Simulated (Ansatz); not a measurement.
# F2H6N2SSi2: up Jacob's ladder to CCSD(T)

One table from this session's results is given with a row withheld; the runs are named, their logs left out.

Program: Ansatz 0.2.0, Gaussian basis. Level of theory: functionals in def2-TZVPP, the program's frozen cores in correlated methods. These are calculated values, not measurements.

Plan: PBE-D4, r2SCAN-D4, PBE0-D4, B3LYP-D4, ωB97X-V, ωB97M-V, B2PLYP; CCSD(T)/def2-TZVPP; MP2/def2-QZVPP; extrapolation to the limit.

## The geometry

The geometry comes from an earlier relaxation with PBE0-D4 in a triple-zeta def2 set; it is a stationary point, not always the lowest conformer.

SMILES `N[Si@H](F)S[Si@@H](N)F`, 13 atoms, charge 0, spin multiplicity 1.

Atoms are counted from 1 here; the program's logs count them from 0.

Bond lengths: N1–Si2 1.696 Å, N1–H8 1.007 Å, N1–H9 1.006 Å, Si2–F3 1.599 Å, Si2–S4 2.118 Å, Si2–H10 1.480 Å, S4–Si5 2.135 Å, Si5–N6 1.683 Å, Si5–F7 1.598 Å, Si5–H11 1.476 Å, N6–H12 1.005 Å, N6–H13 1.005 Å. Angles: Si2–N1–H8 121.7°, Si2–N1–H9 121.3°, H8–N1–H9 112.7°, N1–Si2–F3 106.1°, N1–Si2–S4 110.0°, N1–Si2–H10 117.6°, F3–Si2–S4 113.3°, F3–Si2–H10 104.7°, S4–Si2–H10 105.2°, Si2–S4–Si5 99.3°, S4–Si5–N6 110.8°, S4–Si5–F7 102.2°, S4–Si5–H11 114.7°, N6–Si5–F7 114.3°, N6–Si5–H11 109.3°, F7–Si5–H11 105.5°, Si5–N6–H12 123.8°, Si5–N6–H13 122.7° and more.

Coordinates:

```xyz
13
charge 0, multiplicity 1
N    -1.4346    1.3106   -0.0659
Si   -1.1672    0.0949   -1.2180
F    -1.7670   -1.2487   -0.5910
S     0.8983   -0.0389   -1.6663
Si    1.6794   -0.1187    0.3195
N     0.8569   -1.2644    1.2384
F     3.2187   -0.4635    0.0635
H    -2.3022    1.3786    0.4399
H    -0.9386    2.1846   -0.1037
H    -1.8414    0.2316   -2.5280
H     1.6774    1.1730    1.0343
H     0.4051   -2.0735    0.8488
H     0.7151   -1.1656    2.2284
```

Set-up of the first run:

The input, in.yaml:

```yaml
crystal:
  periodic: [false, false, false]
  atoms:
    - {symbol: N, position_ang: [-1.434587, 1.310603, -0.065930]}
    - {symbol: Si, position_ang: [-1.167198, 0.094910, -1.218048]}
    - {symbol: F, position_ang: [-1.766963, -1.248675, -0.591049]}
    - {symbol: S, position_ang: [0.898344, -0.038923, -1.666257]}
    - {symbol: Si, position_ang: [1.679366, -0.118652, 0.319539]}
    - {symbol: N, position_ang: [0.856860, -1.264373, 1.238375]}
    - {symbol: F, position_ang: [3.218724, -0.463504, 0.063550]}
    - {symbol: H, position_ang: [-2.302210, 1.378650, 0.439948]}
    - {symbol: H, position_ang: [-0.938598, 2.184556, -0.103670]}
    - {symbol: H, position_ang: [-1.841428, 0.231582, -2.527986]}
    - {symbol: H, position_ang: [1.677387, 1.172977, 1.034325]}
    - {symbol: H, position_ang: [0.405144, -2.073548, 0.848774]}
    - {symbol: H, position_ang: [0.715148, -1.165612, 2.228430]}
basis:
  gaussian: {orbitals: def2-TZVPP}
hamiltonian: {xc: pbe, dispersion: d4}
output: {forces: true, orbitals: {seedname: orbitals}}
```

Launch:

```console
$ ansatz run in.yaml --threads 2 --pin off --events-out ev --progress --plain --max-ram 22528MiB --backend cuda --devices 0, --max-vram 18GiB
```

Steps of the session up to this table: PBE-D4 (GGA); r2SCAN-D4 (meta-GGA); PBE0-D4 (hybrid); B3LYP-D4 (hybrid); ωB97X-V (range-separated); ωB97M-V (range-separated); B2PLYP (double hybrid); CCSD(T) in def2-TZVPP; MP2 in def2-QZVPP.

One of the session's tables, all rows but one given; the rest of the session is left out.

| method | atomisation energy (kJ/mol) |
| --- | --- |
| PBE-D4 | 4876.0 |
| r2SCAN-D4 | 4812.3 |
| PBE0-D4 | 4780.0 |
| B3LYP-D4 | 4809.6 |
| ωB97X-V | 4855.1 |
| ωB97M-V | 4850.1 |
| B2PLYP | 4753.0 |
| HF/def2-TZVPP | 3404.5 |
| MP2/def2-TZVPP | 4775.9 |
| CCSD/def2-TZVPP | ? |
| CCSD(T)/def2-TZVPP | 4663.1 |
| MP2/CBS | 4951.2 |
| CCSD(T)/CBS | 4838.4 |

Q: Estimate the row for CCSD/def2-TZVPP from the others.

The run gave: atomisation energy (kJ/mol): 4586.5. In the column «atomisation energy (kJ/mol)» it lies between HF/def2-TZVPP (3404.5) and CCSD(T)/def2-TZVPP (4663.1).
